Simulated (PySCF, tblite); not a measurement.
# C₅H₁₃BFN: geometry, infrared bands, NMR shifts and electronic excitations, part 2 of 2

tblite 0.8.0 and PySCF 2.14.0. Atoms count from 0. The steps go on from the part before.

## 6. Ultraviolet spectrum: CAM-B3LYP/def2-SVPD

The job: settings as JSON, then the geometry in Å.

```
{"job": {"kind": "uv", "xc": "CAM-B3LYP", "basis": "def2-SVPD", "ip": true}, "charge": 0, "multiplicity": 1}
C     -1.063775     1.191381    -0.970620
N     -0.698587    -0.123800    -0.419556
C     -1.856889    -1.021683    -0.478067
B     -0.113808     0.045969     1.128077
C      1.434738     0.456292     0.816311
C      1.699113     0.082257    -0.639455
F      2.795616    -0.739874    -0.810986
C      0.469284    -0.682643    -1.127758
H     -0.222446     1.886214    -0.861912
H     -1.334472     1.103821    -2.035398
H     -1.911622     1.591072    -0.401491
H     -1.573858    -1.996366    -0.063548
H     -2.662249    -0.600436     0.137640
H     -2.209069    -1.140367    -1.515072
H     -0.824327     0.871912     1.688606
H     -0.232259    -1.073815     1.615313
H      2.129290    -0.128191     1.438260
H      1.675293     1.516646     0.991653
H      1.882461     0.968883    -1.271207
H      0.319341    -0.662667    -2.220094
H      0.589424    -1.726554    -0.804941
```

With the program's defaults for keys left out, this is: TDDFT CAM-B3LYP/def2-SVPD, vertical, gas phase, core orbitals frozen in the response.

What it wrote:

```text
coarse grid: 16728 points
cycle   1  E = -377.2147651911  dE =  1.010e+00  |g| = 5.858e-01  |ddm| = 8.330e+00
cycle   2  E = -377.2185400943  dE = -3.775e-03  |g| = 6.564e-01  |ddm| = 1.927e+00
cycle   3  E = -377.2938385618  dE = -7.530e-02  |g| = 7.624e-02  |ddm| = 8.658e-01
cycle   4  E = -377.2947548669  dE = -9.163e-04  |g| = 3.674e-02  |ddm| = 1.977e-01
cycle   5  E = -377.2950693647  dE = -3.145e-04  |g| = 4.860e-03  |ddm| = 8.219e-02
cycle   6  E = -377.2950749737  dE = -5.609e-06  |g| = 1.395e-03  |ddm| = 1.477e-02
final grid: 159680 points
cycle   7  E = -377.3617016588  dE = -5.766e-05  |g| = 5.271e-03  |ddm| = 1.708e-01
cycle   8  E = -377.3617014931  dE =  1.656e-07  |g| = 5.742e-03  |ddm| = 2.216e-02
cycle   9  E = -377.3617079238  dE = -6.431e-06  |g| = 6.620e-04  |ddm| = 8.754e-03
cycle  10  E = -377.3617079929  dE = -6.903e-08  |g| = 2.414e-04  |ddm| = 1.392e-03
cycle  11  E = -377.3617080043  dE = -1.146e-08  |g| = 3.906e-05  |ddm| = 5.744e-04
cycle  12  E = -377.3617080046  dE = -3.183e-10  |g| = 1.447e-05  |ddm| = 1.125e-04
converged SCF energy = -377.3617080046

Static polarisability (au): isotropic 82.576, principal 78.569 81.334 87.825

Singlet excitations
state   eV       nm        f      main configurations
  1   7.3617    168.4   0.02205   H->L 0.83
  2   7.5806    163.6   0.01341   H-1->L 0.76
  3   7.9166    156.6   0.01846   H->L+1 0.48, H-1->L+1 0.19, H-1->L+4 0.09
  4   8.1297    152.5   0.00069   H-1->L+1 0.34, H->L+1 0.23, H->L+2 0.12
  5   8.2113    151.0   0.01406   H->L+2 0.45, H-1->L+1 0.12, H->L+6 0.11
  6   8.4869    146.1   0.02585   H-1->L+2 0.57, H-1->L+3 0.09, H-1->L+5 0.08
  7   8.5461    145.1   0.00106   H->L+4 0.34, H->L+6 0.17, H->L+7 0.15
  8   8.6085    144.0   0.01061   H->L+3 0.26, H->L+6 0.18, H->L+2 0.17
  9   8.6916    142.6   0.01781   H-1->L+3 0.23, H->L+5 0.15, H-2->L 0.08
 10   8.7275    142.1   0.04118   H-2->L 0.77

Triplet excitations (Tamm-Dancoff, eV): 7.1865 7.4132 7.7077 7.9671
Vertical ionisation energy (delta-SCF) = 9.8312 eV
```

Wall time 5.6 min (1 thread of Arm Neoverse V1, shared host); peak memory 1.4 GiB.

Frontier orbitals and where they lie:

```
orbital      eV                       atoms
 HOMO−3  -10.70   F6 27 %, C5 19 %, C4 18 %
 HOMO−2  -10.52   N1 31 %, B3 19 %, C4 10 %
 HOMO−1   -9.21  B3 29 %, C4 28 %, H14 15 %
   HOMO   -8.98  B3 33 %, H15 24 %, C4 13 %
   LUMO    0.92   C0 13 %, C2 11 %, B3 11 %
 LUMO+1    1.57  H18 14 %, C2 13 %, C5 10 %
 LUMO+2    1.94  B3 35 %, H19 10 %, H13 6 %
```

With each of the 10 states as a Gaussian band of 0.4 eV half-width at 1/e, the curve within the window shown has maxima at 162 nm (ε 1,600), 144 nm (ε 3,900) L/(mol cm). Beyond the last state computed it falls off for lack of states. The curve at chosen wavelengths:

nm, ε (L/mol/cm) and a bar:
```
      137       1638 ############
      139       2614 ####################
      141       3454 ###########################
      143       3874 ##############################
      144       3893 ##############################
      146       3611 ############################
      148       3092 ########################
      150       2557 ###################
      152       2137 ################
      154       1866 ##############
      155       1778 #############
      157       1677 ############
      159       1642 ############
      161       1640 ############
      163       1635 ############
      165       1595 ############
      166       1553 ###########
      168       1418 ##########
      170       1224 #########
      172        992 #######
      174        755 #####
      176        538 ###
      177        444 ###
      179        289 #
      181        178 #
      183        103
```

Ground-state properties from the same run:

```
           property  computed
  dipole moment (D)      4.95
polarisability (Å³)     12.24
 HOMO–LUMO gap (eV)      9.89
      −ε(HOMO) (eV)      8.98
```

## 7. Nuclear shieldings: HF/pcSseg-1

Same as in step 6 but for these lines:

```diff
@@ -1,2 +1,2 @@
-{"job": {"kind": "uv", "xc": "CAM-B3LYP", "basis": "def2-SVPD", "ip": true}, "charge": 0, "multiplicity": 1}
+{"job": {"kind": "nmr", "xc": "HF", "basis": "pcSseg-1", "pop": false}, "charge": 0, "multiplicity": 1}
 C     -1.063775     1.191381    -0.970620
```

Method: GIAO HF/pcSseg-1 NMR shielding, non-relativistic, gas phase.

What it wrote:

```text
final grid: 159680 points
cycle   1  E = -375.2463090887  dE =  1.705e+00  |g| = 7.486e-01  |ddm| = 3.683e+00
cycle   2  E = -375.3697776387  dE = -1.235e-01  |g| = 4.246e-01  |ddm| = 8.687e-01
cycle   3  E = -375.4029710742  dE = -3.319e-02  |g| = 8.378e-02  |ddm| = 3.135e-01
cycle   4  E = -375.4050959244  dE = -2.125e-03  |g| = 2.230e-02  |ddm| = 1.018e-01
cycle   5  E = -375.4052230718  dE = -1.271e-04  |g| = 3.723e-03  |ddm| = 2.409e-02
cycle   6  E = -375.4052297420  dE = -6.670e-06  |g| = 1.088e-03  |ddm| = 7.290e-03
cycle   7  E = -375.4052303433  dE = -6.014e-07  |g| = 4.269e-04  |ddm| = 2.159e-03
cycle   8  E = -375.4052304072  dE = -6.394e-08  |g| = 1.125e-04  |ddm| = 6.652e-04
cycle   9  E = -375.4052304129  dE = -5.671e-09  |g| = 3.050e-05  |ddm| = 1.998e-04
cycle  10  E = -375.4052304132  dE = -3.203e-10  |g| = 7.833e-06  |ddm| = 4.387e-05
converged SCF energy = -375.4052304132

GIAO shielding tensors (ppm)
atom      isotropic    diamagn.    paramagn.     s11        s22        s33       span
  0 C      146.024     245.664     -99.641    116.919    134.692    186.459     69.540
  1 N      222.835     326.732    -103.897    202.476    221.896    244.134     41.658
  2 C      143.278     243.140     -99.861    113.008    129.915    186.912     73.904
  3 B      117.476     183.473     -65.998     97.048    109.951    145.427     48.380
  4 C      174.253     250.145     -75.891    147.518    173.214    202.028     54.510
  5 C      107.056     243.850    -136.794     65.532    101.374    154.263     88.732
  6 F      412.723     472.344     -59.622    404.572    407.059    426.537     21.965
  7 C      129.750     248.913    -119.163     99.807    121.906    167.537     67.730
  8 H       29.353      31.058      -1.705     24.083     28.870     35.106     11.022
  9 H       30.079      30.522      -0.443     26.044     27.121     37.072     11.028
 10 H       29.380      30.447      -1.068     25.262     26.502     36.376     11.115
 11 H       29.149      29.603      -0.454     24.593     26.989     35.867     11.274
 12 H       29.151      29.421      -0.270     25.022     26.238     36.192     11.170
 13 H       29.676      29.390       0.286     25.418     26.912     36.700     11.282
 14 H       29.562      31.904      -2.343     26.131     28.593     33.961      7.830
 15 H       29.462      32.222      -2.759     25.395     29.311     33.681      8.285
 16 H       30.446      30.662      -0.216     26.760     27.520     37.058     10.298
 17 H       30.493      31.251      -0.758     26.706     27.509     37.263     10.557
 18 H       27.167      31.029      -3.863     23.816     27.648     30.036      6.220
 19 H       29.371      31.767      -2.397     25.253     28.275     34.584      9.331
 20 H       29.096      31.963      -2.868     25.017     28.526     33.744      8.727
```

Run time: 16 s. Hardware: 1 thread of Arm Neoverse V1, shared host; peak memory 0.84 GiB.

Key values: δ C5 83.8, C7 61.1, C2 47.6, C0 44.8, H18 4.52, H20 2.59 ppm.

## 8. Side by side: NMR shifts

Shifts (ppm) of some atoms, chosen among heavy atoms and hydrogens apart, with basis size and wall time:

```
          run    C5    C7    C2   H18   H15    N1      F6  functions  time
PBE0/pcSseg-1  95.4  69.2  52.7  5.07  2.61  69.2  -200.0        201  32 s
  HF/pcSseg-1  83.8  61.1  47.6  4.52  2.22  42.9  -166.4        201  16 s
```

## 9. Results

The summary covers parts 1 to 2.

```
                                                              quantity                                                     value
                             strongest single infrared mode (GFN2-xTB)                                     2467 cm⁻¹, 232 km/mol
                                          zero-point energy (GFN2-xTB)                                            113.5 kcal/mol
                                                           point group                                                        C1
                                  rotational constants (main isotopes)                                      3.43, 1.46, 1.35 GHz
                                13C shifts against TMS (PBE0/pcSseg-1)                          95.4, 69.2, 52.7, 49.8, 20.4 ppm
1H shifts against TMS (PBE0/pcSseg-1, means over atoms taken as alike)  5.07, 2.83, 2.61, 2.50, 2.49, 2.47, 2.24, 1.49, 1.38 ppm
                                15N shifts against NH3 (PBE0/pcSseg-1)                                                  69.2 ppm
                           11B shifts against BF3·OEt2 (PBE0/pcSseg-1)                                                  -6.0 ppm
                              19F shifts against CFCl3 (PBE0/pcSseg-1)                                                -200.0 ppm
                                  lowest singlet (CAM-B3LYP/def2-SVPD)                               7.36 eV (168 nm), f = 0.022
                              brightest single state of those computed                              state 10, 8.73 eV, f = 0.041
                                                        lowest triplet                                                   7.19 eV
                                     vertical ionisation energy (ΔSCF)                                                   9.83 eV
                                              range of the shift of F6                                      -200.0 to -166.4 ppm
```

What this shows: The optimisation took 107 steps and gained 0.706 eV; among the close pairs (by a distance rule), N1–B3 changed most, from 1.525 to 1.656 Å (GFN2-xTB). All 57 modes are real, so the xTB geometry is a minimum. The strongest single mode, at 2467 cm⁻¹, moves mainly H15. GFN2-xTB is a fitted tight-binding method: band positions and strengths are rough. Its intensities can rank the bands wrongly. Relaxing lowered the energy by 0.136 eV in 3 steps; the close pair that moved most is B3–H15, from 1.187 to 1.227 Å (PBE0/def2-SVP). C5 (sp3 CH bonded to F) lies farthest downfield among carbon, at 95.4 ppm; pulled downfield by the heteroatom. The most deshielded hydrogen is H18 (hydrogen on an sp3 CH bonded to F), at 5.07 ppm: its carbon carries F, an electronegative neighbour. At PBE0/pcSseg-1: The largest span, 96 ppm, is at C5, where the paramagnetic term is -157 ppm. The first singlet state (HOMO→LUMO 0.83) lies at 7.36 eV and is weak; of the 10 states computed, the strongest absorption comes from state 10 at 8.73 eV (the last computed, so partners may be missing). The lowest triplet lies 0.18 eV below the lowest singlet (triplets in Tamm-Dancoff, singlets in full TDDFT). The orbital energy would give 8.98 eV for ionisation, ΔSCF gives 9.83 eV. In ppm, F6 moves most: its shift spreads over 33.7 ppm, from -200.0 (PBE0/pcSseg-1) to -166.4 (HF/pcSseg-1).
